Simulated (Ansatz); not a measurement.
Geometry optimisation, DFT PBE-D3(BJ), scalar-relativistic, plane waves, PAW (Ansatz 0.2.0).

Input file:

```yaml
crystal:
  lattice:
    - [5.7974, 0.0, 0.0]
    - [-2.8987, 5.020696, 0.0]
    - [0.0, 0.0, 20.07375]
  atoms:
    - { symbol: W, position: [0.0, 0.0, 0.0498163] }
    - { symbol: C, position: [0.33333333, 0.16666666, 0.12029392] }
    - { symbol: W, position: [0.0, 0.0, 0.19077153] }
    - { symbol: C, position: [0.33333333, 0.16666666, 0.26124914] }
    - { symbol: W, position: [0.0, 0.0, 0.33172676] }
    - { symbol: C, position: [0.33333333, 0.16666666, 0.40220437] }
    - { symbol: W, position: [-2.0e-08, 0.49999997, 0.0498163] }
    - { symbol: C, position: [0.33333331, 0.66666662, 0.12029392] }
    - { symbol: W, position: [-2.0e-08, 0.49999997, 0.19077153] }
    - { symbol: C, position: [0.33333331, 0.66666662, 0.26124914] }
    - { symbol: W, position: [-2.0e-08, 0.49999997, 0.33172676] }
    - { symbol: C, position: [0.33333331, 0.66666662, 0.40220437] }
    - { symbol: W, position: [0.5, 0.0, 0.0498163] }
    - { symbol: C, position: [0.83333333, 0.16666666, 0.12029392] }
    - { symbol: W, position: [0.5, 0.0, 0.19077153] }
    - { symbol: C, position: [0.83333333, 0.16666666, 0.26124914] }
    - { symbol: W, position: [0.5, 0.0, 0.33172676] }
    - { symbol: C, position: [0.83333333, 0.16666666, 0.40220437] }
    - { symbol: W, position: [0.49999998, 0.49999997, 0.0498163] }
    - { symbol: C, position: [0.83333331, 0.66666662, 0.12029392] }
    - { symbol: W, position: [0.49999998, 0.49999997, 0.19077153] }
    - { symbol: C, position: [0.83333331, 0.66666662, 0.26124914] }
    - { symbol: W, position: [0.49999998, 0.49999997, 0.33172676] }
    - { symbol: C, position: [0.83333331, 0.66666662, 0.40220437] }
    - { symbol: F, position: [0.3333333, 0.91666661, 0.43458497] }
    - { symbol: H, position: [0.16666662, 1.33333325, 0.38676132] }
basis:
  ecutwfc: 420.0
kpoints:
  mp_grid: { grid: [3, 3, 1] }
hamiltonian:
  xc: pbe
  dispersion: d3bj
  pseudopotentials: { kind: paw, azcp: { folder: soft_1 } }
scf:
  occupations: { method: gaussian, width: 0.05 }
  lower_state_search: "off"
relax:
  f_tol: 0.03
  max_steps: 60
  adjacent_minimum: "off"
  constraints: [{ sites: [0, 1, 6, 7, 12, 13, 18, 19] }]
output:
  write_density: true
  write_potential: true
  elf: true
  volumetric_format: npy
```

Launched with:

```bash
$ ansatz run input.yaml --threads 4 --pin off --max-ram 10240MiB --backend cpu --events-out ev --progress --plain --runs-dir out
```

Where does it end, and by what steps?

The run converged. Limits of this set-up: coarse k mesh, thin slab, slab without dipole correction, a typed lattice constant that wasn't relaxed here. After 20 steps the energy has fallen by 5.856 eV; H26 moved furthest, 2.05 Å. Parted: W5–H26 (2.01 → 2.84 Å), W11–H26 (2.01 → 2.84 Å), W23–H26 (2.01 → 4.04 Å). Joined: C18–H26 (1.70 → 1.09 Å).

| step | energy less start (eV) | largest force component (eV/Å) | accepted |
| --- | --- | --- | --- |
| 0 | 0.0000 | 4.253 | yes |
| 1 | -2.4802 | 2.895 | yes |
| 2 | -3.0728 | 1.343 | yes |
| 3 | -3.4259 | 1.007 | yes |
| 4 | -3.8333 | 1.485 | yes |
| 5 | -4.1559 | 1.362 | yes |
| 6 | -4.4136 | 1.948 | yes |
| 7 | -4.6976 | 1.073 | yes |
| 8 | -4.9094 | 0.821 | yes |
| 9 | -5.1223 | 0.799 | yes |
| 10 | -5.2945 | 0.895 | yes |
| 11 | -5.4014 | 0.602 | yes |
| 12 | -5.4977 | 0.356 | yes |
| 13 | -5.5124 | 0.337 | yes |
| 14 | -5.6215 | 0.607 | yes |
| 15 | -5.7177 | 0.502 | yes |
| 16 | -5.8175 | 0.283 | yes |
| 17 | -5.8112 | 0.343 | no |
| 18 | -5.8500 | 0.127 | yes |
| 19 | -5.8549 | 0.050 | yes |
| 20 | -5.8556 | 0.022 | yes |

```xyz
26
Lattice="5.7974 0.0000 0.0000 -2.8987 5.0207 0.0000 0.0000 0.0000 20.0738" Properties=species:S:1:pos:R:3
W 0.000 0.000 1.000
C 1.449 0.837 2.415
W 0.001 0.000 3.834
C 1.465 0.831 5.222
W -0.004 -0.011 6.691
C 1.361 0.871 7.821
W -1.449 2.510 1.000
C 0.000 3.347 2.415
W -1.449 2.511 3.834
C 0.003 3.363 5.222
W -1.461 2.512 6.691
C -0.015 3.253 7.821
W 2.899 0.000 1.000
C 4.348 0.837 2.415
W 2.896 -0.002 3.840
C 4.328 0.825 5.226
W 2.902 0.002 6.760
C 4.421 0.879 7.912
W 1.449 2.510 1.000
C 2.899 3.347 2.415
W 1.451 2.511 3.834
C 2.890 3.342 5.185
W 1.480 2.528 6.729
C 2.960 3.383 7.842
F -0.356 4.815 9.039
H -4.316 5.876 8.999
```

Whether the end is a true minimum wasn't checked by a vibrational analysis.

Run time: 3.6 min on 4 threads of AMD EPYC 7B13 (Zen 3) (shared host), peak memory 1.9 GiB.
